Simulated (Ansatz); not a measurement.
**Cl: the band gap up the ladder of functionals**

One table from this session's results is given with a row withheld; the runs are named, their logs left out.

The runs shown are made with Ansatz 0.2.0. PAW datasets, plane waves. Calculated at 0 K for a non-magnetic cell.

## The system as given

The cell was relaxed beforehand with r2SCAN+rVV10.

The symmetry is Cmce (No. 64, orthorhombic); conventional cell a = 6.250 Å, b = 4.014 Å, c = 8.147 Å, 25.55 Å³ an atom. Near Cl stand 1 Cl at 2.02 Å.

As a file:

Space group Cmce (No. 64). a = 6.250 Å, b = 4.014 Å, c = 8.147 Å, α = 90.00°, β = 90.00°, γ = 90.00°
```json
{"atom": "Cl", "site": "8f", "symmetry": "m..", "x": "0.5000", "y": "0.6244", "z": "0.6075"}
```

The first run:

Contents of input.yaml:

```yaml
crystal:
  lattice:
    - [3.1252368015, -2.0072452613, 0.0]
    - [3.1252368015, 2.0072452613, 0.0]
    - [0.0, 0.0, 8.1465599039]
  atoms:
    - { symbol: Cl, position: [0.875635016, 0.124364984, 0.6074783242] }
    - { symbol: Cl, position: [0.124364984, 0.875635016, 0.3925216758] }
    - { symbol: Cl, position: [0.624364984, 0.375635016, 0.1074783242] }
    - { symbol: Cl, position: [0.375635016, 0.624364984, 0.8925216758] }
kpoints:
  mp_grid: { grid: [8, 8, 4] }
  band_path:
    path:
      - [[0.0, 0.0, 0.0], [0.5, 0.5, 0.0], [0.3531276287077, 0.6468723712923, 0.0]]
      - [[-0.3531276287077, 0.3531276287077, 0.0], [0.0, 0.0, 0.0], [0.0, 0.0, 0.5], [-0.3531276287077, 0.3531276287077, 0.5]]
      - [[0.3531276287077, 0.6468723712923, 0.5], [0.5, 0.5, 0.5], [0.5, 0.5, 0.0]]
      - [[0.0, 0.0, 0.0], [3.898477687694e-17, 0.5, 0.0], [3.898477687694e-17, 0.5, 0.5], [0.0, 0.0, 0.5], [0.5, 0.5, 0.5]]
    npoints: 10
hamiltonian:
  xc: pbe
scf:
  occupations: { method: fermi_dirac, width: 0.02 }
  n_extra_bands: 5
output:
  forces: true
  stress: true
  eigenvalues: true
```

On the command line:

```bash
$ ansatz run input.yaml --threads 2 --pin off --max-ram 29491MiB --backend cpu --events-out ev --progress --plain --runs-dir out
```

Among the steps run: PBE band path; r2SCAN at the same geometry; HSE06; PBE0; LDA at the same geometry; G0W0 on PBE; Quasiparticle levels, G0W0@PBE; DDH-PBE0; Hartree-Fock; r2SCANh at the same geometry.

One table of the session follows, with a row left open; its other results are not shown here.

| level | gap (eV) |
| --- | --- |
| PBE | 2.20 |
| r2SCAN | 2.57 |
| HSE06 | 3.80 |
| PBE0 | 4.57 |
| LDA | 2.05 |
| G0W0@PBE (305 empty bands) | 4.54 |
| G0W0@PBE (757 empty bands) | 4.55 |
| DDH-PBE0 | 4.51 |
| Hartree-Fock | ? |
| r2SCANh | 3.45 |

Q: Estimate the row for Hartree-Fock from the others.

**Answer.** gap (eV): 12.01. In the column «gap (eV)» it is the highest.

Meshes: PBE 8×8×4, r2SCAN 8×8×4, HSE06 6×6×2, PBE0 6×6×2, LDA 8×8×4, DDH-PBE0 6×6×2, Hartree-Fock 6×6×2, r2SCANh 6×6×2

What this shows: LDA gives the least gap, 2.05 eV, and Hartree-Fock the largest, 12.01 eV. PBE reaches 48 % of the G0W0@PBE value, and r2SCAN 56 %. PBE0 lies 0.77 eV above HSE06, which differs from it by screening the long-range exchange. Hartree-Fock lies above G0W0@PBE by 7.5 eV. The levels disagree on whether the gap is direct. G0W0 values are finite-basis, finite-mesh values.

To keep in mind: Warnings in the runs' records: stress scf threshold loose, stress exchange threshold loose.
